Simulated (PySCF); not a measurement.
**AsFH3O−, cut into parts across a bond: interaction energy**

The task here is to estimate one member of a computed series from the others.

Programs: PySCF 2.14.0. All values are calculated, for the isolated system unless a continuum is named. Atoms count from 0, parts from 1.

### The system as given

6 atoms, charge -1, multiplicity 1; geometry: GFN2-xTB. Parts: 1 = atoms 0–3, `F[AsH2]`, charge 0; 2 = atoms 4–5, `[OH-]`, charge -1. In the given geometry As0 and O4 of different parts are bonded (1.97 Å), so values for the parts refer to these atom groups.

The first run:

Job settings and geometry (Å):

```
{"job": {"xc": "PBE0", "basis": "def2-TZVPD", "d3": "d3bj", "grid": 3, "kind": "geom", "shake": 0.01}, "charge": -1, "multiplicity": 1, "parts": [{"atoms": "0-3", "charge": 0, "multiplicity": 1}, {"atoms": "4-5", "charge": -1, "multiplicity": 1}]}
As    -0.256748     0.467609     1.178412
F     -0.879796    -1.331778     0.090085
H      1.024667    -0.130337     0.947231
H     -0.273036     1.038176    -0.213055
O      0.722603     2.074747     1.759008
H      0.164585     2.621222     2.326757
```

Run with:

```bash
$ OMP_NUM_THREADS=1 python cluster_run.py task.json out
```

This one command runs all jobs of the session in turn.

Among the steps run: Relaxing the molecule at PBE0-D3(BJ)/def2-TZVPD; Coupled-cluster interaction energy: CCSD(T) and MP2, 2.00 Å; Coupled-cluster interaction energy: CCSD(T) and MP2, 2.10 Å; Coupled-cluster interaction energy: CCSD(T) and MP2, 2.20 Å; Coupled-cluster interaction energy: CCSD(T) and MP2, 1.90 Å; Coupled-cluster interaction energy: CCSD(T) and MP2, 2.50 Å; Coupled-cluster interaction energy: CCSD(T) and MP2, 1.80 Å; Coupled-cluster interaction energy: CCSD(T) and MP2, 3.00 Å; Coupled-cluster interaction energy: CCSD(T) and MP2, 4.00 Å.

One table of the session follows, with a row left open; its other results are not shown here.

It belongs to the step «Coupled-cluster interaction energy: CCSD(T) and MP2, 4.00 Å». 

```
                 method  interaction energy (kcal/mol)
         HF/aug-cc-pVDZ                         -16.84
        MP2/aug-cc-pVDZ                         -16.30
       CCSD/aug-cc-pVDZ                         -16.41
    CCSD(T)/aug-cc-pVDZ                         -16.58
         HF/aug-cc-pVQZ                         -16.80
        MP2/aug-cc-pVQZ                         -16.19
    SCS-MP2/aug-cc-pVQZ                              ?
      MP2, extrapolated                         -16.20
CCSD(T), limit estimate                         -16.48
```

Estimate the missing values for SCS-MP2/aug-cc-pVQZ.

**Answer.** interaction energy (kcal/mol): -16.04. In the column «interaction energy (kcal/mol)» it is the highest.

Limits of these values: At 4.00 Å a test (T1, the size of the triples or of CCSD(T) less MP2, charge moved between the parts) flags the run, so its CCSD(T) estimate is not taken as a benchmark.
